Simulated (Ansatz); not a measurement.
# Ga₂BiAs, space group P-4m2: an equation of state with a fit

Program: the Python package of Ansatz (0.2.0).

Typed at the interpreter:
```pycon
>>> import ansatz as az
>>> import numpy as np
>>> XC = "r2SCAN"
>>> VDW = "d4"
>>> CUTOFF = 450
>>> FILLING = "cold"
>>> MAX_SCF = 100
>>> KGRID = (6, 6, 4)
>>> VECTORS = np.array([
...     [4.300141, 0.0, 0.0],
...     [0.0, 4.300141, 0.0],
...     [0.0, 0.0, 6.145861],
... ])
>>> SITES = [
...     ("Ga", [0.5, 0.0, 0.725736]),
...     ("Ga", [0.0, 0.5, 0.274264]),
...     ("Bi", [0.0, 0.0, 0.0]),
...     ("As", [0.5, 0.5, 0.5]),
... ]
>>> def build(cell):
...     crystal = az.Crystal(lattice=az.Lattice.of(cell))
...     for symbol, position in SITES:
...         crystal = crystal.atom(symbol, position)
...     return crystal
...
>>> volumes, energies = [], []
>>> for scale in np.linspace(0.92, 1.08, 7):
...     cell = VECTORS * scale ** (1 / 3)
...     setup = build(cell).calculation()
...     setup = setup.functional(XC, dispersion=VDW)
...     setup = setup.basis(CUTOFF, xc_grid=3).occupations(FILLING, width=100 * az.meV)
...     setup = setup.eigensolver("davidson", full_accuracy=True)
...     setup = setup.scf(max_iterations=MAX_SCF, lower_state_search="light")
...     setup = setup.kpoints(*KGRID)
...     data = setup.run(threads=1).report
...     volumes.append(abs(np.linalg.det(cell)) / len(SITES))
...     energies.append(data["free_energy_ev"] / len(SITES))
...     print(f"V = {volumes[-1]:8.4f} A^3/atom  F = {energies[-1]:.5f} eV/atom")
...
DeckWarning: basis.ecutwfc = 450 eV is below the records' recommended 500 eV, and the density's cutoff is lower with it unless basis.ecutrho_ratio is high enough to keep the records' density cutoff: compare with a run at a higher cutoff
V =  26.1382 A^3/atom  F = -6214.34396 eV/atom
V =  26.8958 A^3/atom  F = -6214.34686 eV/atom
V =  27.6535 A^3/atom  F = -6214.34240 eV/atom
V =  28.4111 A^3/atom  F = -6214.33169 eV/atom
V =  29.1687 A^3/atom  F = -6214.31567 eV/atom
V =  29.9264 A^3/atom  F = -6214.29516 eV/atom
V =  30.6840 A^3/atom  F = -6214.27081 eV/atom
>>> x = np.array(volumes) ** (-2 / 3)
>>> poly = np.polynomial.Polynomial.fit(x, energies, 3).convert()
>>> roots = poly.deriv().roots()
>>> x0 = min((r.real for r in roots if abs(r.imag) < 1e-9 and poly.deriv(2)(r.real) > 0), key=lambda r: abs(r - x.mean()))
>>> v0 = x0 ** -1.5
>>> b0 = 4 / 9 * poly.deriv(2)(x0) * v0 ** (-7 / 3) * 160.21766
>>> b1 = 4 + 2 / 3 * x0 * poly.deriv(3)(x0) / poly.deriv(2)(x0)
>>> print(f"V0 = {v0:.4f} A^3/atom, B0 = {b0:.1f} GPa, dB/dP = {b1:.2f}")
V0 = 26.7957 A^3/atom, B0 = 56.1 GPa, dB/dP = 4.77
```

A third-order Birch-Murnaghan fit through the 7 points has its minimum at 26.80 Å³ an atom, 5.7 % below the typed cell, with a bulk modulus of 56 GPa and dB/dP = 4.8. From that minimum the energy rises by 3.0 meV an atom on the compressed side and 76.1 meV on the expanded side. The window is off centre, so dB/dP is rough.

Caveats:
- These settings explore the input space; cutoff and mesh may be short of convergence.
- The cutoff lies under the one recommended for these potentials.
- Shape and fractional positions are held along the curve, so the bulk modulus is an upper value where they are free to relax.
- Under the recommended cutoff a pressure can be off by several GPa, even in sign.
- Dispersion corrections can be off by several per cent in the lattices of metals, and by several GPa in the pressure at a fixed cell.
- Spin-orbit coupling, which matters for elements this heavy, is left out.
- This cell is a computed structure, which may not be the phase found in nature.
- Warnings are shown shortened and without file and line.
- It ran for 6 min on 1 thread of Arm Neoverse V1 (shared host), peak memory 0.5 GiB.
